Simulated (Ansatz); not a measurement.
Task: a single point from an input typed as a dict of GaGe3, space group Pm-3m, with the Ansatz DFT code, driven from Python. Give the script and its output. Use: PBE, PAW, cutoff 490 eV, 6×6×6 k-points, Gaussian smearing of 0.15 eV.

```
Ga Ge
1.0
     4.27847    0.00000    0.00000
     0.00000    4.27847    0.00000
     0.00000    0.00000    4.27847
Ga Ge
1 3
Direct
  0.00000 0.00000 0.00000
  0.00000 0.50000 0.50000
  0.50000 0.00000 0.50000
  0.50000 0.50000 0.00000
```

`deck.py`
```python
# -*- coding: utf-8 -*-
"""GaGe3 from an input typed as a mapping."""

import ansatz as az
import numpy as np


def main():
    config = {
        "crystal": {
            "lattice": [[4.278466, 0.0, 0.0], [0.0, 4.278466, 0.0], [0.0, 0.0, 4.278466]],
            "atoms": [
                {"symbol": "Ga", "position": [0.0, 0.0, 0.0]},
                {"symbol": "Ge", "position": [0.0, 0.5, 0.5]},
                {"symbol": "Ge", "position": [0.5, 0.0, 0.5]},
                {"symbol": "Ge", "position": [0.5, 0.5, 0.0]},
            ],
        },
        "kpoints": {"mp_grid": {"grid": [6, 6, 6]}},
        "hamiltonian": {"xc": "pbe"},
        "scf": {"occupations": {"method": "gaussian", "width": 0.15}},
        "basis": {"ecutwfc": "18 Ha"},
        "output": {"forces": True, "stress": True},
    }

    outcome = az.Session.from_dict(config).plan(threads=1).execute()
    report = outcome.report

    for key in ("converged", "n_iterations", "n_electrons", "n_kpoints", "n_pw", "n_symmetry_ops", "free_energy_ev", "fermi_energy_ev"):
        print(f"{key:18s} {report[key]}")

    # pressure is a third of the trace
    stress = np.array(report["stress_gpa"])
    print(f"pressure {np.trace(stress) / 3:.3f} GPa")
    print("stress tensor, GPa, positive in compression")
    print(np.round(stress, 3) + 0.0)


if __name__ == "__main__":
    main()
```

Output of `python deck.py`:
```text
converged          True
n_iterations       7
n_electrons        55.0
n_kpoints          20
n_pw               1935
n_symmetry_ops     48
free_energy_ev     -16666.93192349378
fermi_energy_ev    10.277675914400008
pressure -0.057 GPa
stress tensor, GPa, positive in compression
[[-0.057  0.     0.   ]
 [ 0.    -0.057  0.   ]
 [ 0.     0.    -0.057]]
```

Caveats:
- Absolute energies stand on the zero of these potentials, so only differences at equal settings mean something. A total without «per atom» is that of the cell as typed.
- The mesh is modest for a metal, so energies can be off by several to tens of meV an atom and pressures by half a GPa or more; differences at equal mesh fare better.
- The zero of the levels is a convention of the potentials, so an absolute Fermi energy is no work function.
- The structure comes from a database of computed cells and needn't be a stable or known phase.
- Hardware and time: 3.4 s on 1 thread of Arm Neoverse V1 (shared host), peak memory 0.41 GiB.
